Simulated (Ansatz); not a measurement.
## CaOsO3, space group Pm-3m: a frozen displacement of one atom, step by step

With the Ansatz DFT code, driven from Python.

Notebook, run cell by cell (the value of a cell's last expression is shown):

```python
import warnings

import ansatz as az
import numpy as np
```

```python
SETTINGS = {
    "k_length": 20,
    "smearing": "Methfessel-Paxton",
    "scf_tol": 1e-08,
}
```

```python
warnings.simplefilter("ignore", az.DeckWarning)
```

```python
lattice = az.Lattice.of(
    [3.952163, 0.0, 0.0],
    [0.0, 3.952163, 0.0],
    [0.0, 0.0, 3.952163],
)
sites = [
    ("Ca", [0.0, 0.0, 0.0]),
    ("Os", [0.5, 0.5, 0.5]),
    ("O", [0.5, 0.5, 0.0]),
    ("O", [0.5, 0.0, 0.5]),
    ("O", [0.0, 0.5, 0.5]),
]
crystal = az.Crystal(lattice=lattice)
for symbol, position in sites:
    crystal = crystal.atom(symbol, position)
```

```python
inverse = np.linalg.inv(np.array(crystal.lattice.vectors))
home = np.array(crystal.sites[1].position)
values = np.linspace(-0.2, 0.2, 5)
energies, pulls = [], []
for shift in values:
    moved = crystal.move(1, to=home + shift * inverse[0])
    model = (
        moved.calculation()
        .functional(az.Functional.PBESOL)
        .basis(41 * az.Ry)
        .kpoints(length=SETTINGS["k_length"])
        .occupations(SETTINGS["smearing"])
        .scf(tolerance=SETTINGS["scf_tol"])
        .forces()
    )
    rep = model.run(threads=1).report
    energies.append(rep["free_energy_ev"])
    pulls.append(rep["forces_ev_ang"][1][0])
```

```python
# the force is minus the slope of the free energy
print("shift (A)   dE (eV)   force along x (eV/A)")
for shift, e, f in zip(values, energies, pulls):
    print(f"{shift:8.3f} {e - energies[2]:10.5f} {f:12.4f}")
print(f"stiffness from energies {2 * np.polyfit(values, energies, 2)[0]:.3f}, from forces {-np.polyfit(values, pulls, 1)[0]:.3f} eV/A^2")
```

    shift (A)   dE (eV)   force along x (eV/A)
      -0.200    0.54123       5.6649
      -0.100    0.12901       2.6626
       0.000    0.00000       0.0000
       0.100    0.12901      -2.6626
       0.200    0.54123      -5.6649
    stiffness from energies 27.242, from forces 27.985 eV/A^2

The curvature of the energy gives 27.242 eV/Å² and the slope of the force 27.985 eV/Å², a positive curvature.

Caveats:
- No spin polarisation was allowed.
- The mesh is modest for a metal, so energies can be off by several to tens of meV an atom and pressures by half a GPa or more; differences at equal mesh fare better.
- In a metal a curvature from energy changes of a few meV or less hangs on mesh and smearing, in size and even in sign.
- Spin-orbit coupling, which matters for elements this heavy, is left out.
- The structure comes from a database of computed cells and needn't be a stable or known phase.
- All periodic images of the atom move with it, so the curvature is one diagonal element of the zone-centre force constants and no normal mode; a positive value doesn't exclude soft modes in which several atoms move.
- Timing: 18 s on 1 thread of Arm Neoverse V2, on a shared host, peak memory 0.41 GiB.
